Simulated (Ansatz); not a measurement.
**BCCD(T)/6-31G(d) (spherical functions) run of CH7BSi2 (SMILES CB1[SiH2][SiH2]1)**

What is the energy change on altering one bond length of CH7BSi2 at BCCD(T)/6-31G* (spherical functions)? 

The results are computed with Ansatz 0.2.0.

75 further runs of the same task are left out: 75 set aside as unsound or not needed.

### Step 1. The molecule

The species is CH7BSi2 (11 atoms), meant as a singlet with charge 0. As SMILES, `CB1[SiH2][SiH2]1`. The shape is that of a PBE0-D4/def2-TZVP optimisation.

Bond lengths: C1–B2 1.566 Å, B2–Si3 1.907 Å, B2–Si4 1.907 Å, C1–H5 1.092 Å, C1–H6 1.099 Å, C1–H7 1.092 Å, Si3–H8 1.482 Å, Si3–H9 1.489 Å, Si4–H10 1.489 Å, Si4–H11 1.482 Å. Some angles: C1–B2–Si3 130.2°, C1–B2–Si4 130.2°, Si3–B2–Si4 83.2°, B2–C1–H5 114.1°, B2–C1–H6 106.3°, B2–C1–H7 114.1°, B2–Si3–H8 124.3°, B2–Si3–H9 125.0°, B2–Si4–H10 124.9°, B2–Si4–H11 124.3°. A long bond or contact: Si3–Si4 2.531 Å.

### Step 2. A single-point energy at BCCD(T)/6-31G(d) (spherical functions)

File in.yaml:

```yaml
crystal:
  periodic: [false, false, false]
  atoms:
    - {symbol: C, position_ang: [-0.263900, 1.793500, 0.099500]}
    - {symbol: B, position_ang: [-0.450600, 0.243000, -0.016600]}
    - {symbol: Si, position_ang: [0.018800, -1.148600, 1.199400]}
    - {symbol: Si, position_ang: [0.210300, -0.982900, -1.318800]}
    - {symbol: H, position_ang: [0.165600, 2.121800, 1.048800]}
    - {symbol: H, position_ang: [-1.271300, 2.229100, 0.051100]}
    - {symbol: H, position_ang: [0.301000, 2.238000, -0.723000]}
    - {symbol: H, position_ang: [-0.479200, -2.541300, 1.107000]}
    - {symbol: H, position_ang: [0.876900, -0.975400, 2.403900]}
    - {symbol: H, position_ang: [1.239000, -0.662800, -2.346600]}
    - {symbol: H, position_ang: [-0.281200, -2.371200, -1.484200]}
basis:
  gaussian:
    orbitals: 6-31G_st_-spherical.json
correlation:
  method: bccd_t
  frozen_orbitals: {B: 1, C: 1, H: 0, Si: 5}
accuracy: high
scf:
  omitted_lower_state_checks: [cluster_reference, increment]
```

The basis set 6-31G* is read from a file made from the Basis Set Exchange's data (not shown).

Run with:

```bash
ansatz run in.yaml --threads 1 --pin off --max-ram 3480MiB --events-out events.jsonl --progress --plain --runs-dir runs
```

The log of the run:

```text
Warning: RAYON_NUM_THREADS=1 ignored (pool sized by the plan → 1); use --threads N
Functional definition: HF
  name "HF"
  exchange = exact_x
  correlation = 0
these checks for a lower state are left out or cut short: cluster_reference, increment
1867 factors; integrals over basis functions are off by at most 3.4e-9 eV
mean field evaluation 1: about -17531.8421 eV, gradient 2.2e1 eV
mean field evaluation 2: about -17531.9512 eV, gradient 2.2e1 eV
mean field evaluation 4: about -17533.9259 eV, gradient 3.1e0 eV
mean field evaluation 8: about -17533.9695 eV, gradient 1.6e-1 eV
mean field evaluation 16: about -17533.9698 eV, gradient 1.0e-8 eV
mean field -17533.96981372 eV, -644.3615057027 hartree, gradient 1.0e-8 eV, S^2 0.000000; 0 other end points of the search recorded, 0 dependent functions left out
12 core orbitals not correlated: weight in the atoms' cores, before any rotation towards them, 1.000 or more for the frozen orbitals, at most 0.000 for the correlated occupied ones
reference -17533.96981372 eV, -644.3615057027 hartree; 11, 11 occupied and 55, 55 virtual orbitals, 1867 factors
second order -10.26906771 eV of doubles, -0.00000000 eV of singles
cycle   1  -11.27325860 eV  change    -1.0e0 eV  update   9.9e-2
cycle   2  -11.68276790 eV  change   -4.1e-1 eV  update   3.4e-2
cycle   3  -11.76726257 eV  change   -8.4e-2 eV  update   1.7e-2
cycle   4  -11.76525395 eV  change    2.0e-3 eV  update   5.4e-3
cycle   5  -11.76094220 eV  change    4.3e-3 eV  update   2.5e-3
cycle   6  -11.76022794 eV  change    7.1e-4 eV  update   1.1e-3
cycle   7  -11.76012638 eV  change    1.0e-4 eV  update   3.6e-4
cycle   8  -11.76022797 eV  change   -1.0e-4 eV  update   1.3e-4
cycle   9  -11.76023326 eV  change   -5.3e-6 eV  update   4.0e-5
cycle  10  -11.76022391 eV  change    9.4e-6 eV  update   1.3e-5
cycle  11  -11.76022619 eV  change   -2.3e-6 eV  update   4.7e-6
cycle  12  -11.76022657 eV  change   -3.8e-7 eV  update   1.7e-6
cycle  13  -11.76022802 eV  change   -1.5e-6 eV  update   6.6e-7
cycle  14  -11.76022824 eV  change   -2.2e-7 eV  update   2.6e-7
cycle  15  -11.76022818 eV  change    6.2e-8 eV  update   1.1e-7
cycle  16  -11.76022808 eV  change    1.0e-7 eV  update   5.9e-8
cycle  17  -11.76022804 eV  change    3.9e-8 eV  update   3.6e-8
cycle  18  -11.76022837 eV  change   -3.4e-7 eV  update   1.4e-7
cycle  19  -11.76022840 eV  change   -2.8e-8 eV  update   3.7e-8
cycle  20  -11.76022841 eV  change   -1.3e-8 eV  update   1.1e-8
cycle  21  -11.76022841 eV  change   -1.3e-9 eV  update   4.1e-9
cycle  22  -11.76022841 eV  change    1.0e-9 eV  update   1.3e-9
perturbative correction -0.48677107 eV, -0.0178885068 hartree
Total energy: -17546.21681320 eV, -644.8115746323 hartree
Checks for a lower state left out: cluster_reference, increment
```

Wall time 14 s (1 thread of Arm Neoverse V1, shared host); peak memory 0.47 GiB.

### Step 3. The distorted shape, same level

File job.yaml:

```yaml
crystal:
  periodic: [false, false, false]
  atoms:
    - symbol: C
      position_ang: [-0.950368, 1.654942, -0.864084]
    - symbol: B
      position_ang: [-1.137068, 0.104442, -0.980184]
    - symbol: Si
      position_ang: [-0.667668, -1.287158, 0.235816]
    - symbol: Si
      position_ang: [-0.476168, -1.121458, -2.282384]
    - symbol: H
      position_ang: [-0.520868, 1.983242, 0.085216]
    - symbol: H
      position_ang: [-1.957768, 2.090542, -0.912484]
    - symbol: H
      position_ang: [-0.385468, 2.099442, -1.686584]
    - symbol: H
      position_ang: [-1.165668, -2.679858, 0.143416]
    - symbol: H
      position_ang: [0.876900, -0.975400, 2.403900]
    - symbol: H
      position_ang: [0.552532, -0.801358, -3.310184]
    - symbol: H
      position_ang: [-0.967668, -2.509758, -2.447784]
basis:
  gaussian:
    orbitals: 6-31G_st_-spherical.json
correlation:
  method: bccd_t
  frozen_orbitals: {B: 1, C: 1, H: 0, Si: 5}
accuracy: high
scf:
  omitted_lower_state_checks: [cluster_reference, increment]
```

The basis set 6-31G* is read from a file made from the Basis Set Exchange's data (not shown).

Run with:

```bash
ansatz run job.yaml --threads 1 --pin off --max-ram 3480MiB --events-out events.jsonl --progress --plain --runs-dir runs
```

The log of the run:

```text
Warning: RAYON_NUM_THREADS=1 ignored (pool sized by the plan → 1); use --threads N
[... 4 set-up lines as earlier in the session ...]
these checks for a lower state are left out or cut short: cluster_reference, increment
1869 factors; integrals over basis functions are off by at most 3.5e-9 eV
mean field evaluation 1: about -17528.0941 eV, gradient 2.2e1 eV
mean field evaluation 2: about -17528.1929 eV, gradient 2.2e1 eV
mean field evaluation 4: about -17530.1984 eV, gradient 3.1e0 eV
mean field evaluation 8: about -17530.2522 eV, gradient 2.8e-1 eV
mean field evaluation 16: about -17530.2536 eV, gradient 9.8e-9 eV
mean field -17530.25359299 eV, -644.2249371097 hartree, gradient 1.8e-8 eV, S^2 0.000000; 0 other end points of the search recorded, 0 dependent functions left out; unrestricted orbitals would lower it
12 core orbitals not correlated: weight in the atoms' cores, before any rotation towards them, 1.000 or more for the frozen orbitals, at most 0.000 for the correlated occupied ones
reference -17530.25359299 eV, -644.2249371097 hartree; 11, 11 occupied and 55, 55 virtual orbitals, 1869 factors
second order -10.76768774 eV of doubles, -0.00000000 eV of singles
cycle   1  -11.87826092 eV  change    -1.1e0 eV  update   1.4e-1
cycle   2  -12.46779478 eV  change   -5.9e-1 eV  update   6.2e-2
cycle   3  -12.67349671 eV  change   -2.1e-1 eV  update   3.6e-2
cycle   4  -12.65279218 eV  change    2.1e-2 eV  update   9.8e-3
cycle   5  -12.65061530 eV  change    2.2e-3 eV  update   5.1e-3
cycle   6  -12.65137944 eV  change   -7.6e-4 eV  update   2.2e-3
cycle   7  -12.65127711 eV  change    1.0e-4 eV  update   1.1e-3
cycle   8  -12.65088227 eV  change    3.9e-4 eV  update   5.1e-4
cycle   9  -12.65106728 eV  change   -1.9e-4 eV  update   2.0e-4
cycle  10  -12.65096873 eV  change    9.9e-5 eV  update   9.1e-5
cycle  11  -12.65093482 eV  change    3.4e-5 eV  update   5.2e-5
cycle  12  -12.65093175 eV  change    3.1e-6 eV  update   2.5e-5
cycle  13  -12.65094424 eV  change   -1.2e-5 eV  update   1.3e-5
cycle  14  -12.65096283 eV  change   -1.9e-5 eV  update   5.1e-6
cycle  15  -12.65096278 eV  change    4.7e-8 eV  update   2.5e-6
cycle  16  -12.65096239 eV  change    4.0e-7 eV  update   1.3e-6
cycle  17  -12.65096134 eV  change    1.0e-6 eV  update   6.4e-7
cycle  18  -12.65096103 eV  change    3.1e-7 eV  update   3.0e-7
cycle  19  -12.65096086 eV  change    1.7e-7 eV  update   1.9e-7
cycle  20  -12.65096108 eV  change   -2.2e-7 eV  update   1.1e-7
cycle  21  -12.65096118 eV  change   -9.2e-8 eV  update   7.0e-8
cycle  22  -12.65096123 eV  change   -5.7e-8 eV  update   4.9e-8
cycle  23  -12.65096018 eV  change    1.0e-6 eV  update   2.9e-7
cycle  24  -12.65095991 eV  change    2.8e-7 eV  update   1.2e-7
cycle  25  -12.65095972 eV  change    1.9e-7 eV  update   5.0e-8
cycle  26  -12.65095967 eV  change    4.8e-8 eV  update   2.3e-8
cycle  27  -12.65095967 eV  change  -2.5e-11 eV  update   8.9e-9
cycle  28  -12.65095967 eV  change    2.8e-9 eV  update   3.6e-9
cycle  29  -12.65095967 eV  change   9.2e-10 eV  update   1.9e-9
perturbative correction -0.66359036 eV, -0.0243864961 hartree
Total energy: -17543.56814302 eV, -644.7142377984 hartree
Checks for a lower state left out: cluster_reference, increment
```

Wall time 16 s (1 thread of Arm Neoverse V1, shared host); peak memory 0.47 GiB.

### Step 4. Results

At BCCD(T)/6-31G* (spherical functions), 12 core orbitals frozen:

```
                                                          quantity          value
                                         first shape: total energy  -644.81157 Eh
         first shape: correlation energy (12 core orbitals frozen)     -450.1 mEh
                                       first shape: (T) correction     -17.89 mEh
                                     distorted shape: total energy  -644.71424 Eh
     distorted shape: correlation energy (12 core orbitals frozen)     -489.3 mEh
                                   distorted shape: (T) correction     -24.39 mEh
energy change with the Si3–H9 bond stretched from 1.489 to 2.680 Å       2.649 eV
```

In words: With the Si3–H9 bond stretched from 1.489 to 2.680 Å the energy rises by 2.65 eV (256 kJ/mol). The first shape isn't relaxed at this level, so the change isn't measured from a minimum. A restricted reference can't describe the breaking bond well at this length. The triples (first shape) make up 4.0 % of the correlation energy. The restricted solution (distorted shape) is unstable to spin breaking: an unrestricted one lies lower. The triples (distorted shape) make up 5.0 % of the correlation energy.
